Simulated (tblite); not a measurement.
# C3H9AlO3S2: the cost of one run

Computed with tblite 0.8.0 and PySCF 2.14.0, with density-fitted response routines of our own, on a single molecule in the gas phase. Atoms count from 0, in the outputs and in this text.

## 1. Starting geometry

18 atoms, charge 0, multiplicity 1; geometry from: force field or distance geometry start.

Bonds of the start (Å): O0–S1 1.50, S1–O2 1.50, S1–O3 1.69, S1–C4 1.78, C4–S5 1.75, S5–C6 1.76, C6–C7 1.52, C7–Al8 1.97, Al8–S5 2.22, O3–H9 0.99, C4–H10 1.10, C4–H11 1.12, C6–H12 1.13, C6–H13 1.13, C7–H14 1.11, C7–H15 1.11, Al8–H16 1.60, Al8–H17 1.58.

## 2. Relaxing the molecule with GFN2-xTB

What the job is given:

```
{"job": {"kind": "relax", "xc": "GFN2-xTB", "basis": "xTB"}, "charge": 0, "multiplicity": 1}
O     -2.708200    -1.501800    -0.677000
S     -2.219300    -0.381100     0.190200
O     -1.533300    -0.908500     1.420300
O     -3.481800     0.623000     0.689000
C     -1.088200     0.549600    -0.829000
S      0.230300    -0.461800    -1.369100
C      1.267000    -1.183700    -0.149500
C      1.905700     0.114500     0.305700
Al     2.125200     0.675100    -1.572000
H     -3.995900     0.978400    -0.084500
H     -0.802600     1.476800    -0.315500
H     -1.690900     0.835500    -1.724200
H      0.732200    -1.727400     0.688700
H      1.977600    -1.917600    -0.635000
H      1.211800     0.726900     0.923500
H      2.850400    -0.129900     0.829500
H      1.944500     2.250300    -1.816500
H      3.266600    -0.012000    -2.415500
```

Command:

```bash
$ OMP_NUM_THREADS=1 python probes_run.py task.json out
```

One launch serves the whole session: the jobs run in the order shown.

Q: Estimate the wall time and peak memory of this first job on 1 thread of Arm Neoverse V1, shared host.

About 1.6 s, with a peak of 0.18 GiB.
